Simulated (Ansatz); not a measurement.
**GaHCl₂ (singlet): wave-function methods side by side at distance Cl1–Ga2 = 2.327 Å, cc-pVDZ**

How much of the correlation energy of GaHCl₂ (singlet) does each wave-function method recover here?

Method: cc-pVDZ, correlated electrons: outside noble gas; program: Ansatz 0.2.0, Gaussian basis.

To be run: UHF; CCSD(T) on RHF; BCCD(T) on RHF; CISD; CCSDT(Q) on RHF; CASSCF and MRCISD+Q, 2 electrons in 2 orbitals; CASSCF and NEVPT2, 2 electrons in 2 orbitals.

**1. What is computed**

The geometry derives from a PBE0/def2-TZVP stationary point (not a proven minimum). One bond is set to the value named and the two fragments are kept rigid. No spin-orbit coupling is included. The filled d shell of Ga may be among the frozen orbitals whatever the setting's name suggests; the logs give the count.

4 atoms, charge 0, spin multiplicity 1.

Atoms are counted from 1 here; the program's logs count them from 0.

Bond lengths: Cl1–Ga2 2.327 Å, Ga2–Cl3 2.129 Å, Ga2–H4 1.545 Å. Angles: Cl1–Ga2–Cl3 115.3°, Cl1–Ga2–H4 122.3°, Cl3–Ga2–H4 122.3°.

In the tables R marks a restricted determinant and U an unrestricted one; 'pair' is the active space of 2 electrons in 2 orbitals; correlation energies count from the lowest restricted Hartree-Fock solution.

**2. UHF**

The input, in.yaml:

```yaml
crystal:
  periodic: [false, false, false]
  atoms:
    - {symbol: Cl, position_ang: [0.000000, -0.659157, 1.924148]}
    - {symbol: Ga, position_ang: [0.000000, 0.585589, -0.041948]}
    - {symbol: Cl, position_ang: [0.000000, -0.553059, -1.840460]}
    - {symbol: H, position_ang: [0.000000, 2.130755, -0.041948]}
basis:
  gaussian: {orbitals: cc-pVDZ}
magnetization: {spin_polarized: true, initial_magnetization: 0}
hamiltonian: {xc: hf}
output: {orbitals: {seedname: orbitals}}
```

Started as:

```console
$ ansatz run in.yaml --threads 1 --pin off --events-out ev --progress --plain --max-ram 2393MiB
```

The runs that follow: CCSD(T) on RHF; BCCD(T) on RHF; CISD; CCSDT(Q) on RHF; CASSCF and MRCISD+Q, 2 electrons in 2 orbitals; CASSCF and NEVPT2, 2 electrons in 2 orbitals.

Q: Predict the results of all the runs planned. Wanted: correlation energy, RCCSDT(Q); RMP2 from RCCSDT(Q); RCCSD from RCCSDT(Q); RCCSD(T) from RCCSDT(Q); NEVPT2 pair from RCCSDT(Q); MRCISD+Q pair from RCCSDT(Q); T1 diagnostic.

As calculated:

| quantity | value |
| --- | --- |
| correlation energy, RCCSDT(Q) | -10.0219 eV |
| RMP2 from RCCSDT(Q) | +25.93 kcal/mol |
| RCCSD from RCCSDT(Q) | +5.78 kcal/mol |
| RCCSD(T) from RCCSDT(Q) | +0.99 kcal/mol |
| NEVPT2 pair from RCCSDT(Q) | +27.29 kcal/mol |
| MRCISD+Q pair from RCCSDT(Q) | +3.56 kcal/mol |
| levels of the table within 1 kcal/mol (43 meV) | RCCSD(T), BCCD(T), RCCSDT |
| T1 diagnostic | 0.011 |

**Reading.** RCCSD(T) lands +0.99 kcal/mol from the yardstick (0.4 % of the correlation energy). Of the multireference levels listed MRCISD+Q pair comes nearest in total energy (+3.56 kcal/mol), which doesn't show that its space is the better one. These misses are within one basis, not against nature; the frozen cores of restricted and unrestricted runs differ, which can shift their rows.
